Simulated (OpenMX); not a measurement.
# HPbNO4 under changes of volume

One of the cells (17.650 Å³/atom); the others are scaled copies at fixed shape and fractional positions:

```
H Pb N O
1.0
     3.85404    0.14384    0.09012
    -0.25320    5.52698    0.16471
    -0.48197   -1.92720    5.72025
H Pb N O
1 1 1 4
Direct
  0.10913 0.65718 0.54463
  0.61029 0.52127 0.15100
  0.91580 0.96263 0.95867
  0.01384 0.13639 0.88084
  0.72398 0.01057 0.12858
  0.00389 0.73732 0.87043
  0.11927 0.59324 0.37651
```

The cell was built by a generator and needn't be a form met in nature.

* Program: OpenMX 3.8.5
* Functional: LDA
* Potentials or basis: OpenMX 2013 LDA set, H6.0-s2p1, Pb8.0-s3p2d2f1, N6.0-s2p2d1, O6.0-s2p2d1, fixed grid of 50 × 72 × 80 points
* k mesh: 7 × 5 × 5
* Occupations: fermi-dirac, width 0.05 eV
* Spin: no spin polarisation

```csv
volume (Å³/atom),energy over the lowest point (meV/atom),gap on the mesh (eV),largest force (eV/Å)
16.591,3.65,3.29,2.218
16.944,0.00,3.27,1.532
17.297,0.34,3.25,0.900
17.650,4.28,3.23,0.580
18.003,11.44,3.20,0.426
18.356,?,?,?
18.709,34.18,3.14,1.261
```

Question: What does the run at 18.356 Å³/atom give?

Answer: Energy over the lowest point 21.50 meV/atom; gap on the mesh 3.17 eV; largest force 0.792 eV/Å.

Worked out: A Birch-Murnaghan fit of order 3 (a polynomial in V^(-2/3)) to the other rows has its minimum at 17.09 Å³/atom with B0 = V·E''(V) = 84 GPa and B' = 4.2 at fixed shape and positions, which overstates the stiffness. It gives 21.51 meV/atom at 18.356 Å³/atom, against the run's 21.50. A parabola through the other rows of the gap, of slope -1.58 eV per unit of ln V there, gives 3.17 eV, against the run's 3.17.

Energies are extrapolated to zero smearing.

Caveats: the basis has few d functions beyond the semicore shells, which can make volumes several per cent too large; spin-orbit coupling is left out, which as a rule narrows the gap of such compounds by several tenths of an eV; an odd mesh through Γ misses points on the zone boundary, where band edges often lie; the basis of atomic orbitals isn't converged, which shifts pressures, moduli and gaps; forces of over 1 eV/Å show positions far from the minimum, so gaps and moduli don't describe the material at rest (some runs).
